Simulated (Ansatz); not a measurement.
**ClF₂HfI: how energies converge with the basis set**

How large a basis does ClF₂HfI need? Two functionals are run in growing sets.

Method: one geometry, several basis sets; program: Ansatz 0.2.0, Gaussian basis.

Levels to be run: PBE0-D4/def2-SVP; ωB97M-V/def2-SVP; PBE0-D4/def2-QZVPP; ωB97M-V/def2-QZVPP; the functionals' def2-TZVPP values are taken from earlier runs.

## (1) The relaxed structure

An earlier PBE0-D4 in a triple-zeta def2 set relaxation fixed the geometry. Hf, I take the def2 core potential; no spin-orbit term is included.

SMILES `[F][Hf]([F])([Cl])[I]`, 5 atoms, charge 0, spin multiplicity 1.

Atoms are counted from 1 here; the program's logs count them from 0.

Bond lengths: F1–Hf2 1.883 Å, Hf2–F3 1.883 Å, Hf2–Cl4 2.328 Å, Hf2–I5 2.702 Å. Angles: F1–Hf2–F3 108.1°, F1–Hf2–Cl4 109.2°, F1–Hf2–I5 109.7°, F3–Hf2–Cl4 109.2°, F3–Hf2–I5 109.7°, Cl4–Hf2–I5 110.9°.

## (2) PBE0-D4 in def2-SVP

File in.yaml:

```yaml
crystal:
  periodic: [false, false, false]
  atoms:
    - {symbol: F, position_ang: [0.224749, -0.526341, 1.874102]}
    - {symbol: Hf, position_ang: [0.067530, -0.134308, 0.038732]}
    - {symbol: F, position_ang: [1.472088, -1.003028, -0.866548]}
    - {symbol: Cl, position_ang: [-1.968370, -0.944212, -0.746979]}
    - {symbol: I, position_ang: [0.253902, 2.534288, -0.340607]}
basis:
  gaussian: {orbitals: def2-SVP}
hamiltonian: {xc: pbe0, dispersion: d4}
output: {orbitals: {seedname: orbitals}}
```

On the command line:

```bash
ansatz run in.yaml --threads 4 --pin off --events-out ev --progress --plain --max-ram 10444MiB
```

After this run come: ωB97M-V in def2-SVP; PBE0-D4 in def2-QZVPP; ωB97M-V in def2-QZVPP.

**Question.** What will the summary of the whole plan be? Wanted: PBE0-D4: double and triple zeta above quadruple; ωB97M-V: double and triple zeta above quadruple.

**Answer**, as computed:

```
                                       quantity           value
PBE0-D4: double and triple zeta above quadruple  12.41, 0.70 eV
ωB97M-V: double and triple zeta above quadruple  12.48, 0.66 eV
```

What this shows: PBE0-D4 gains 11.70 eV from double to triple zeta, then 0.70 eV more. These are total energies; as a rule much of such shifts cancels in differences, which this series doesn't test.
